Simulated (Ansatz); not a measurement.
# FH4O3Si2 radical: up Jacob's ladder to CCSD(T)

The task here is to estimate one member of a computed series from the others.

Program: Ansatz 0.2.0, Gaussian basis. Level of theory: functionals in def2-TZVPP, the program's frozen cores in correlated methods. These are calculated values, not measurements.

Plan: PBE-D4, r2SCAN-D4, PBE0-D4, B3LYP-D4, ωB97X-V, ωB97M-V, B2PLYP; CCSD(T)/def2-TZVPP; MP2/def2-QZVPP; extrapolation to the limit.

## The relaxed structure

An earlier PBE0-D4 in a triple-zeta def2 set relaxation fixed the geometry.

SMILES `O[SiH]O[SiH](O)F`, 10 atoms, charge 0, spin multiplicity 2.

Atoms are counted from 1 here; the program's logs count them from 0.

Bond lengths: O1–Si2 1.642 Å, O1–H7 0.960 Å, Si2–O3 1.650 Å, Si2–H8 1.490 Å, O3–Si4 1.621 Å, Si4–O5 1.619 Å, Si4–F6 1.601 Å, Si4–H9 1.466 Å, O5–H10 0.958 Å. Angles: Si2–O1–H7 117.8°, O1–Si2–O3 111.1°, O1–Si2–H8 105.5°, O3–Si2–H8 107.9°, Si2–O3–Si4 140.0°, O3–Si4–O5 111.9°, O3–Si4–F6 106.1°, O3–Si4–H9 112.7°, O5–Si4–F6 110.4°, O5–Si4–H9 107.5°, F6–Si4–H9 108.1°, Si4–O5–H10 120.0°.

As a file:

```xyz
10

O     0.3616   -2.2996   -0.7224
Si    1.3538   -0.9941   -0.8095
O     0.7712    0.2578    0.0942
Si   -0.6353    0.8286    0.6626
O    -0.8017    2.4142    0.3836
F    -1.7839    0.0051   -0.0894
H    -0.5628   -2.1750   -0.9504
H     2.6436   -1.4321   -0.2057
H    -0.7909    0.6163    2.1045
H    -0.5555    2.7786   -0.4676
```

Set-up of the first run:

in.yaml reads:

```yaml
crystal:
  periodic: [false, false, false]
  atoms:
    - {symbol: O, position_ang: [0.361610, -2.299558, -0.722395]}
    - {symbol: Si, position_ang: [1.353762, -0.994060, -0.809519]}
    - {symbol: O, position_ang: [0.771208, 0.257823, 0.094225]}
    - {symbol: Si, position_ang: [-0.635320, 0.828630, 0.662582]}
    - {symbol: O, position_ang: [-0.801719, 2.414219, 0.383617]}
    - {symbol: F, position_ang: [-1.783935, 0.005143, -0.089382]}
    - {symbol: H, position_ang: [-0.562839, -2.174982, -0.950428]}
    - {symbol: H, position_ang: [2.643641, -1.432147, -0.205657]}
    - {symbol: H, position_ang: [-0.790927, 0.616306, 2.104524]}
    - {symbol: H, position_ang: [-0.555471, 2.778646, -0.467566]}
basis:
  gaussian: {orbitals: def2-TZVPP}
magnetization: {spin_polarized: true, initial_magnetization: 1}
hamiltonian: {xc: pbe, dispersion: d4}
output: {forces: true, orbitals: {seedname: orbitals}}
```

Launch:

```bash
> ansatz run in.yaml --threads 2 --pin off --events-out ev --progress --plain --max-ram 32768MiB --backend cpu
```

Among the steps run: PBE-D4 (GGA); r2SCAN-D4 (meta-GGA); PBE0-D4 (hybrid); B3LYP-D4 (hybrid); ωB97X-V (range-separated); ωB97M-V (range-separated); B2PLYP (double hybrid); CCSD(T) in def2-TZVPP; MP2 in def2-QZVPP.

One table of the session follows, with a row left open; its other results are not shown here.

It belongs to the step «Atomisation energies». 

| method | atomisation energy (eV) |
| --- | --- |
| PBE-D4 | 41.613 |
| r2SCAN-D4 | 41.444 |
| PBE0-D4 | 40.609 |
| B3LYP-D4 | 41.004 |
| ωB97X-V | 41.349 |
| ωB97M-V | 41.323 |
| B2PLYP | 40.804 |
| HF/def2-TZVPP | ? |
| MP2/def2-TZVPP | 41.588 |
| CCSD/def2-TZVPP | 39.514 |
| CCSD(T)/def2-TZVPP | 40.150 |
| MP2/CBS | 42.989 |
| CCSD(T)/CBS | 41.551 |

Q: Estimate the row for HF/def2-TZVPP from the others.

As computed: atomisation energy (eV): 29.694. In the column «atomisation energy (eV)» it is the lowest.

Caveats from the session: Free atoms (3 O, 2 Si, 1 F, 4 H) were run apart at each level; the atomisation energy is their sum less the molecule, without zero-point or spin-orbit terms.
